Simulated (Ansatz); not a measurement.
**C₃H₆OSe: one species, many methods**

The task here is to estimate one member of a computed series from the others.

Program: Ansatz 0.2.0, Gaussian basis. Level of theory: functionals in def2-TZVPP, the program's frozen cores in correlated methods. These are calculated values, not measurements.

Plan: PBE-D4, r2SCAN-D4, PBE0-D4, B3LYP-D4, ωB97X-V, ωB97M-V, B2PLYP; CCSD(T)/def2-TZVPP; MP2/def2-QZVPP; extrapolation to the limit.

### The geometry

The geometry comes from an earlier relaxation with PBE0-D4 in a triple-zeta def2 set; it is a stationary point, not always the lowest conformer.

SMILES `C/C(O)=C\[SeH]`, 11 atoms, charge 0, spin multiplicity 1.

Atoms are counted from 1 here; the program's logs count them from 0.

Bond lengths: C1–C2 1.487 Å, C1–H6 1.095 Å, C1–H7 1.088 Å, C1–H8 1.096 Å, C2–O3 1.360 Å, C2–C4 1.335 Å, O3–H9 0.961 Å, C4–Se5 1.894 Å, C4–H10 1.083 Å, Se5–H11 1.474 Å. Angles: C2–C1–H6 110.4°, C2–C1–H7 111.1°, C2–C1–H8 110.0°, H6–C1–H7 108.7°, H6–C1–H8 107.8°, H7–C1–H8 108.7°, C1–C2–O3 115.4°, C1–C2–C4 127.2°, O3–C2–C4 117.5°, C2–O3–H9 109.4°, C2–C4–Se5 123.8°, C2–C4–H10 118.8°, Se5–C4–H10 117.2°, C4–Se5–H11 96.7°.

As a file:

```xyz
11
charge 0, multiplicity 1
C    -0.9958   -0.3367    0.7266
C     0.3946    0.0575    0.3759
O     1.3089   -0.0804    1.3734
C     0.8284    0.5283   -0.7960
Se   -0.3093    0.9350   -2.2547
H    -1.3867    0.3067    1.5218
H    -1.6539   -0.2626   -0.1365
H    -1.0106   -1.3692    1.0928
H     0.8807   -0.4521    2.1487
H     1.8761    0.7812   -0.9005
H     0.1328   -0.1646   -3.1307
```

Set-up of the first run:

The input, in.yaml:

```yaml
crystal:
  periodic: [false, false, false]
  atoms:
    - {symbol: C, position_ang: [-0.995753, -0.336711, 0.726609]}
    - {symbol: C, position_ang: [0.394648, 0.057498, 0.375917]}
    - {symbol: O, position_ang: [1.308944, -0.080392, 1.373353]}
    - {symbol: C, position_ang: [0.828381, 0.528343, -0.796018]}
    - {symbol: Se, position_ang: [-0.309282, 0.934975, -2.254682]}
    - {symbol: H, position_ang: [-1.386716, 0.306672, 1.521776]}
    - {symbol: H, position_ang: [-1.653949, -0.262591, -0.136523]}
    - {symbol: H, position_ang: [-1.010572, -1.369174, 1.092769]}
    - {symbol: H, position_ang: [0.880693, -0.452119, 2.148657]}
    - {symbol: H, position_ang: [1.876114, 0.781175, -0.900550]}
    - {symbol: H, position_ang: [0.132794, -0.164578, -3.130705]}
basis:
  gaussian: {orbitals: def2-TZVPP}
hamiltonian: {xc: pbe, dispersion: d4}
output: {forces: true, orbitals: {seedname: orbitals}}
```

Started as:

```bash
$ ansatz run in.yaml --threads 4 --pin off --events-out ev --progress --plain --max-ram 10444MiB
```

Among the steps run: PBE-D4 (GGA); r2SCAN-D4 (meta-GGA); PBE0-D4 (hybrid); B3LYP-D4 (hybrid); ωB97X-V (range-separated); ωB97M-V (range-separated); B2PLYP (double hybrid); CCSD(T) in def2-TZVPP; MP2 in def2-QZVPP.

One table of the session follows, with a row left open; its other results are not shown here.

It belongs to the step «Atomisation energies». 

```
            method  atomisation energy (eV)
            PBE-D4                   44.937
         r2SCAN-D4                   43.822
           PBE0-D4                   43.936
          B3LYP-D4                   43.594
           ωB97X-V                   43.647
           ωB97M-V                   43.661
            B2PLYP                   43.130
     HF/def2-TZVPP                   30.850
    MP2/def2-TZVPP                   43.332
   CCSD/def2-TZVPP                   41.738
CCSD(T)/def2-TZVPP                   42.515
           MP2/CBS                        ?
       CCSD(T)/CBS                   43.656
```

Q: Estimate the row for MP2/CBS from the others.

As computed: atomisation energy (eV): 44.473. In the column «atomisation energy (eV)» it lies between PBE0-D4 (43.936) and PBE-D4 (44.937).

To keep in mind: Free atoms (3 C, 1 O, 1 Se, 6 H) were run apart at each level; the atomisation energy is their sum less the molecule, without zero-point or spin-orbit terms.
